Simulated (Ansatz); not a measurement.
Working through a convergence test of the plane-wave cutoff of Cu, space group Cmcm

Program: the Ansatz DFT code, driven from Python.

At the Python prompt:
```pycon
>>> import warnings
>>> import ansatz
>>> from ase import Atoms
>>> from tabulate import tabulate
>>> params = {
...     "k_length": 26,
... }
>>> warnings.simplefilter("ignore", ansatz.DeckWarning)
>>> atoms = Atoms(
...     ["Cu", "Cu"],
...     scaled_positions=[
...         [0.133867, 0.866133, 0.25],
...         [0.866133, 0.133867, 0.75],
...     ],
...     cell=[
...         [1.218464, -3.976378, 0.0],
...         [1.218464, 3.976378, 0.0],
...         [0.0, 0.0, 2.475496],
...     ],
...     pbc=True,
... )
>>> structure = ansatz.Crystal.from_ase(atoms)
>>> structure.resolved().sites[-1]
Site(symbol='Cu', position=(0.866133, 0.13386699999999996, 0.75), moment=None, axis=None, held=None, saved=None)
>>> job = structure.calculation()
>>> job = job.functional(ansatz.Functional.PBESOL)
>>> job = job.kpoints(length=params["k_length"])
>>> job = job.occupations(ansatz.OccupationsMethod.FERMI_DIRAC, width=100 * ansatz.meV)
>>> rows = []
>>> for value in [250, 350, 450, 550]:
...     report = job.basis(value).run().report
...     rows.append((value, report["free_energy_ev"] / len(report["lattice"]["sites"]), report["n_iterations"], report["n_pw"]))
...
>>> print(tabulate(rows, headers=["cutoff (eV)", "F/atom (eV)", "iterations", "plane waves"], floatfmt=".4f", tablefmt="grid"))
+---------------+---------------+--------------+---------------+
|   cutoff (eV) |   F/atom (eV) |   iterations |   plane waves |
+===============+===============+==============+===============+
|           250 |    -6586.0529 |            7 |           219 |
+---------------+---------------+--------------+---------------+
|           350 |    -6588.6031 |            6 |           361 |
+---------------+---------------+--------------+---------------+
|           450 |    -6588.6188 |            6 |           529 |
+---------------+---------------+--------------+---------------+
|           550 |    -6588.6205 |            6 |           715 |
+---------------+---------------+--------------+---------------+
>>> for row in rows[:-1]:
...     shift = 1000 * (row[1] - rows[-1][1])
...     print(f"{row[0]}: {shift:+.2f} meV/atom" + ("  (within 5 meV)" if abs(shift) < 5 else ""))
...
250: +2567.68 meV/atom
350: +17.48 meV/atom
450: +1.76 meV/atom  (within 5 meV)
```

From 450 eV on it stays within 5 meV an atom of the value at 550 eV; the first row (250 eV) is off by 2567.7 meV and the last but one by 1.76 meV. The energy falls steadily, as expected when plane waves are added. The last run costs about 1.9 times the first.

What to keep in mind:
- The mesh is modest for a metal, so energies can be off by several to tens of meV an atom and pressures by half a GPa or more; differences at equal mesh fare better.
- This isn't the structure that Cu takes at ambient conditions.
- Shifts are counted from the last row, which is itself no proven limit.
- The script silences the warnings on its input, which a real study should read.
- The whole script took 19 s on 1 thread of Arm Neoverse V1, with other jobs on the host, peak memory 0.46 GiB.
